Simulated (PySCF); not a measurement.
# FGeH3S: the cost of one run

Programs: PySCF 2.14.0, with density-fitted response routines of our own. Each step states its level of theory. These are calculated values for one molecule in the gas phase, unless marked as measured. Atoms are numbered from 0 throughout.

## 1. Starting geometry

6 atoms, charge 0, multiplicity 1; geometry from: PBE0-D3(BJ)/def2-SVP.

Bonds of the start (Å): F0–Ge1 1.74, Ge1–S2 2.22, Ge1–H3 1.54, Ge1–H4 1.54, S2–H5 1.35.

## 2. Excited states and response: B3LYP/def2-SVPD

The job: settings as JSON, then the geometry in Å.

```
{"job": {"kind": "uv", "xc": "B3LYP", "basis": "def2-SVPD", "ip": true}, "charge": 0, "multiplicity": 1}
F     -0.747376     1.277294     0.580993
Ge    -0.528236    -0.291739    -0.145943
S      1.648017    -0.414780    -0.574635
H     -1.364046    -0.315720    -1.433232
H     -0.979329    -1.325186     0.896073
H      1.848780     0.762765     0.057999
```

With the program's defaults for keys left out, this is: TDDFT B3LYP/def2-SVPD, vertical, gas phase, core orbitals frozen in the response.

Command:

```bash
> OMP_NUM_THREADS=1 python probes_run.py task.json out
```

This one command runs all jobs of the session in turn.

Q: Estimate the wall time and peak memory of this first job on 1 thread of Arm Neoverse V1, shared host.

About 10 s, with a peak of 0.48 GiB.
